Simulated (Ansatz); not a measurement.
Run this with the Ansatz DFT code, driven from Python and show what comes out.

`transition_li3in.py`
```python
"""Pressure at which two phases of Li3In cross."""

import csv
import warnings

import ansatz as az
import numpy as np

FUNCTIONAL = "pbesol"
CUTOFF = 550
KSPACING = 0.33
FILLING = "cold"
SMEARING_WIDTH = 0.1


def cu3au(first, second, a):
    return (
        az.Lattice.cubic(a)
        .space_group(221)
        .atom(first, (0, 0, 0))
        .atom(second, (0, 0.5, 0.5))
    )


def fe3al(A, B, a):
    return (
        az.Lattice.fcc(a)
        .space_group(225)
        .atom(A, (0, 0, 0))
        .atom(B, (0.5, 0.5, 0.5))
        .atom(B, (0.25, 0.25, 0.25))
        .primitive()
    )


def run_phase(name, crystal, pressure=0.0):
    calc = crystal.calculation()
    calc = calc.functional(FUNCTIONAL)
    calc = calc.basis(CUTOFF).kpoints(spacing=KSPACING)
    calc = calc.occupations(FILLING, width=SMEARING_WIDTH)
    calc = calc.relax(force_tolerance=0.01, max_steps=60, cell=True, pressure=pressure)
    return calc.run(threads=1)


def volume_per_atom(outcome):
    return abs(np.linalg.det(outcome.lattice.cell_ang)) / len(outcome.lattice.sites)


def main() -> None:
    warnings.simplefilter("ignore", az.DeckWarning)

    phases = {}
    phases["Cu3Au"] = cu3au("In", "Li", 4.15)
    phases["Fe3Al"] = fe3al("In", "Li", 6.59)

    # enthalpy per atom at each pressure
    pressures = [0, 20, 40, 60]
    enthalpy, volume = {name: [] for name in phases}, {name: [] for name in phases}
    for p in pressures:
        for name, crystal in phases.items():
            o = run_phase(name, crystal, pressure=p)
            volume[name].append(volume_per_atom(o))
            enthalpy[name].append(o.report["energy_sigma0_ev"] / len(o.lattice.sites) + p * volume[name][-1] / 160.21766)
    gap = np.array(enthalpy["Fe3Al"]) - np.array(enthalpy["Cu3Au"])
    rows = [(p, va, vb, 1000 * d) for p, va, vb, d in zip(pressures, volume["Cu3Au"], volume["Fe3Al"], gap)]
    with open("transition.csv", "w", newline="") as handle:
        writer = csv.writer(handle)
        writer.writerow(["P (GPa)", "V Cu3Au (A^3/atom)", "V Fe3Al (A^3/atom)", "H(Fe3Al) - H(Cu3Au) (meV/atom)"])
        writer.writerows([round(v, 4) if isinstance(v, float) else v for v in row] for row in rows)
    print(open("transition.csv").read())
    crossings = [p0 - g0 * (p1 - p0) / (g1 - g0) for p0, p1, g0, g1 in zip(pressures, pressures[1:], gap, gap[1:]) if g0 * g1 < 0]
    print("crossing near", [round(float(p), 1) for p in crossings], "GPa") if crossings else print("no crossing in this range")


if __name__ == "__main__":
    main()
```

Output of `python transition_li3in.py`:
```text
P (GPa),V Cu3Au (A^3/atom),V Fe3Al (A^3/atom),H(Fe3Al) - H(Cu3Au) (meV/atom)
0,18.4351,17.7772,-77.2848
20,12.4927,12.2885,-116.937
40,10.5247,10.4233,-135.1666
60,9.4132,9.3335,-145.9844

no crossing in this range
```

Caveats:
- Absolute energies stand on the zero of these potentials, so only differences at equal settings mean something.
- At a fixed pressure a relaxation lowers the enthalpy F + PV, while F alone can rise.
- For the metals among these phases the mesh is modest: differences between phases can be off by up to 40 meV an atom.
- Only these two structures are compared, at zero temperature and with their symmetry kept; either may be hypothetical, and another phase may be lower than both. Differences under about 40 meV an atom lie within the error of mesh and functional.
- The cells are prototypes set up for this calculation and needn't exist.
- Finished in 47 s on 1 thread of Arm Neoverse V2 (shared host), peak memory 0.45 GiB.

(Lines on the test bed's own set-up are left out of the output.)
